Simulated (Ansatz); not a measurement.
**Cl2FH2NZr: up Jacob's ladder to CCSD(T)**

The task here is to estimate one member of a computed series from the others.

Program: Ansatz 0.2.0, Gaussian basis. Level of theory: functionals in def2-TZVPP, the program's frozen cores in correlated methods. These are calculated values, not measurements.

The runs, in order: LDA (SPW92), PBE-D4, revPBE-D4, BLYP-D4, r2SCAN-D4, B97M-V, PBE0-D4, B3LYP-D4, r2SCANh-D4, r2SCAN0-D4, HSE06-D4, BHLYP-D4, CAM-B3LYP-D4, LC-ωPBE, ωB97X-V, ωB97M-V, B2PLYP, PBE-QIDH; CCSD(T)/def2-SVP; CCSD(T)/def2-TZVPP; MP2/def2-QZVPP; extrapolation to the limit; RPA on PBE.

## The geometry

The geometry comes from an earlier relaxation with PBE0-D4 in a triple-zeta def2 set; it is a stationary point, not always the lowest conformer. Zr takes the def2 core potential; no spin-orbit term is included.

SMILES `[NH2][Zr]([F])([Cl])[Cl]`, 7 atoms, charge 0, spin multiplicity 1.

Atoms are counted from 1 here; the program's logs count them from 0.

Bond lengths: N1–Zr2 1.998 Å, N1–H6 1.012 Å, N1–H7 1.012 Å, Zr2–F3 1.889 Å, Zr2–Cl4 2.350 Å, Zr2–Cl5 2.350 Å. Angles: Zr2–N1–H6 125.7°, Zr2–N1–H7 125.1°, H6–N1–H7 109.2°, N1–Zr2–F3 106.2°, N1–Zr2–Cl4 108.6°, N1–Zr2–Cl5 108.6°, F3–Zr2–Cl4 112.3°, F3–Zr2–Cl5 112.3°, Cl4–Zr2–Cl5 108.6°.

Set-up of the first run:

Contents of in.yaml:

```yaml
crystal:
  periodic: [false, false, false]
  atoms:
    - {symbol: N, position_ang: [-0.173544, 1.252215, -0.045023]}
    - {symbol: Zr, position_ang: [0.001715, -0.737375, -0.014155]}
    - {symbol: F, position_ang: [-1.625411, -1.420312, -0.687280]}
    - {symbol: Cl, position_ang: [0.409946, -1.418836, 2.197226]}
    - {symbol: Cl, position_ang: [1.843158, -1.347415, -1.340110]}
    - {symbol: H, position_ang: [0.532576, 1.912205, 0.254624]}
    - {symbol: H, position_ang: [-0.988439, 1.759519, -0.365272]}
basis:
  gaussian: {orbitals: def2-TZVPP}
hamiltonian: {xc: lda}
output: {orbitals: {seedname: orbitals}}
```

Among the steps run: LDA; PBE-D4 (GGA); revPBE-D4 (GGA); BLYP-D4 (GGA); r2SCAN-D4 (meta-GGA); B97M-V (meta-GGA); PBE0-D4 (hybrid); B3LYP-D4 (hybrid); r2SCANh-D4 (hybrid); r2SCAN0-D4 (hybrid); HSE06-D4 (hybrid); BHLYP-D4 (hybrid); CAM-B3LYP-D4 (range-separated); LC-ωPBE-D4 (range-separated; the results give it without D4); ωB97X-V (range-separated); ωB97M-V (range-separated); B2PLYP (double hybrid); PBE-QIDH (double hybrid).

One table of the session follows, with a row left open; its other results are not shown here.

It belongs to the step «Orbital energies across the functionals». 

```
  functional  HOMO (eV)  LUMO (eV)  gap (eV)
 LDA (SPW92)      -7.17      -2.91      4.26
      PBE-D4      -6.97      -2.66      4.30
   revPBE-D4      -6.90      -2.57      4.32
     BLYP-D4      -6.82      -2.54      4.29
   r2SCAN-D4      -7.28      -2.50      4.79
      B97M-V      -7.32      -2.44      4.88
     PBE0-D4      -8.36      -1.81      6.55
    B3LYP-D4      -8.10      -2.03      6.07
  r2SCANh-D4      -7.80      -2.18      5.62
  r2SCAN0-D4      -8.58      -1.69      6.89
    HSE06-D4          ?          ?         ?
    BHLYP-D4      -9.63      -0.79      8.84
CAM-B3LYP-D4      -9.75      -0.68      9.07
     LC-ωPBE     -11.17       0.51     11.67
     ωB97X-V     -10.77       0.42     11.19
     ωB97M-V     -10.64       0.35     11.00
```

**Question.** Estimate the row for HSE06-D4.

The run gave: HOMO (eV): -7.95; LUMO (eV): -2.19; gap (eV): 5.76. In the column «HOMO (eV)» it lies between B3LYP-D4 (-8.10) and r2SCANh-D4 (-7.80).
